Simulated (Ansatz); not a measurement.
**CH₃BFNO: up Jacob's ladder to CCSD(T)**

Aim: compute CH₃BFNO with functionals from several rungs and with coupled cluster, and see how far each lands from CCSD(T) at the basis-set limit for the atomisation energy.

The runs use Ansatz 0.2.0, Gaussian basis; functionals in def2-TZVPP, the program's frozen cores in correlated methods.

Plan: LDA (SPW92), PBE-D4, revPBE-D4, BLYP-D4, r2SCAN-D4, B97M-V, PBE0-D4, B3LYP-D4, r2SCANh-D4, r2SCAN0-D4, HSE06-D4, BHLYP-D4, CAM-B3LYP-D4, LC-ωPBE, ωB97X-V, ωB97M-V, B2PLYP, PBE-QIDH; CCSD(T)/def2-SVP; CCSD(T)/def2-TZVPP; MP2/def2-QZVPP; extrapolation to the limit; RPA on PBE.

## 1. The geometry

The geometry comes from an earlier relaxation with PBE0-D4 in a triple-zeta def2 set; it is a stationary point, not always the lowest conformer.

8 atoms, charge 0, spin multiplicity 1.

Atoms are counted from 1 here; the program's logs count them from 0.

Bond lengths: C1–N2 1.251 Å, C1–H6 1.095 Å, C1–H7 1.099 Å, N2–B3 1.426 Å, B3–O4 1.356 Å, B3–F5 1.330 Å, O4–H8 0.959 Å. Angles: N2–C1–H6 120.4°, N2–C1–H7 123.9°, H6–C1–H7 115.8°, C1–N2–B3 134.3°, N2–B3–O4 123.3°, N2–B3–F5 119.4°, O4–B3–F5 117.1°, B3–O4–H8 113.2°.

## 2. LDA

This LDA is Slater exchange with PW92 correlation.

File in.yaml:

```yaml
crystal:
  periodic: [false, false, false]
  atoms:
    - {symbol: C, position_ang: [-0.416405, 0.849481, -1.114667]}
    - {symbol: N, position_ang: [-0.377198, 0.525481, 0.092721]}
    - {symbol: B, position_ang: [0.502962, -0.271322, 0.883067]}
    - {symbol: O, position_ang: [0.254300, -1.567108, 1.197307]}
    - {symbol: F, position_ang: [1.574094, 0.290794, 1.435140]}
    - {symbol: H, position_ang: [-1.212124, 1.502669, -1.487295]}
    - {symbol: H, position_ang: [0.317528, 0.516949, -1.861835]}
    - {symbol: H, position_ang: [-0.550956, -1.904044, 0.799764]}
basis:
  gaussian: {orbitals: def2-TZVPP}
hamiltonian: {xc: lda}
output: {orbitals: {seedname: orbitals}}
```

On the command line:

```console
$ ansatz run in.yaml --threads 2 --pin off --events-out ev --progress --plain --max-ram 4352MiB
```

The runs that follow: PBE-D4 (GGA); revPBE-D4 (GGA); BLYP-D4 (GGA); r2SCAN-D4 (meta-GGA); B97M-V (meta-GGA); PBE0-D4 (hybrid); B3LYP-D4 (hybrid); r2SCANh-D4 (hybrid); r2SCAN0-D4 (hybrid); HSE06-D4 (hybrid); BHLYP-D4 (hybrid); CAM-B3LYP-D4 (range-separated); LC-ωPBE (range-separated); ωB97X-V (range-separated); ωB97M-V (range-separated); B2PLYP (double hybrid); PBE-QIDH (double hybrid); CCSD(T) in def2-SVP; CCSD(T) in def2-TZVPP; MP2 in def2-QZVPP; RPA on PBE orbitals.

**Question.** What will the summary of the whole plan be? Wanted: atomisation energy, CCSD(T)/CBS; farthest beyond LDA; mean size of error, GGA; mean size of error, meta-GGA; mean size of error, hybrid; mean size of error, range-separated; mean size of error, double hybrid; gap, smallest and largest; T1 diagnostic.

As calculated:

| quantity | value |
| --- | --- |
| atomisation energy, CCSD(T)/CBS | 835.3 kcal/mol |
| functionals within 4.2 kcal/mol (0.5 %) | revPBE-D4, B97M-V, r2SCANh-D4, LC-ωPBE, ωB97X-V, B2PLYP |
| farthest beyond LDA | PBE-D4 (+31.2 kcal/mol) |
| mean size of error, GGA | 15.8 kcal/mol |
| mean size of error, meta-GGA | 4.3 kcal/mol |
| mean size of error, hybrid | 11.0 kcal/mol |
| mean size of error, range-separated | 5.5 kcal/mol |
| mean size of error, double hybrid | 3.6 kcal/mol |
| gap, smallest and largest | 3.78 eV (LDA (SPW92)), 11.76 eV (LC-ωPBE) |
| T1 diagnostic | 0.0133 |
| triples share of the correlation energy | 3.7 % |

The LDA atomisation energy is off by 141.1 kcal/mol (17 %): it overbinds. PBE-D4 misses by +31.2 kcal/mol. Double hybrids carry the basis error of their MP2 part in triple zeta, and no dispersion term here, so their miss is partly the set-up's. Taken by rung, double hybrid functionals do best (3.6 kcal/mol on average) and GGA ones worst beyond LDA (15.8 kcal/mol). The gap between the best rungs is small, so their order is not settled. The reference freezes the cores and leaves out relativity and excitations past (T), so misses under about 4.2 kcal/mol can't be ranked. Hartree-Fock recovers 71 % of the binding; the rest is correlation. CCSD(T) in def2-SVP is off by -40.6 kcal/mol, so the small basis spoils what the method gains. Orbital gaps span 3.8 to 11.8 eV; exact exchange widens them.
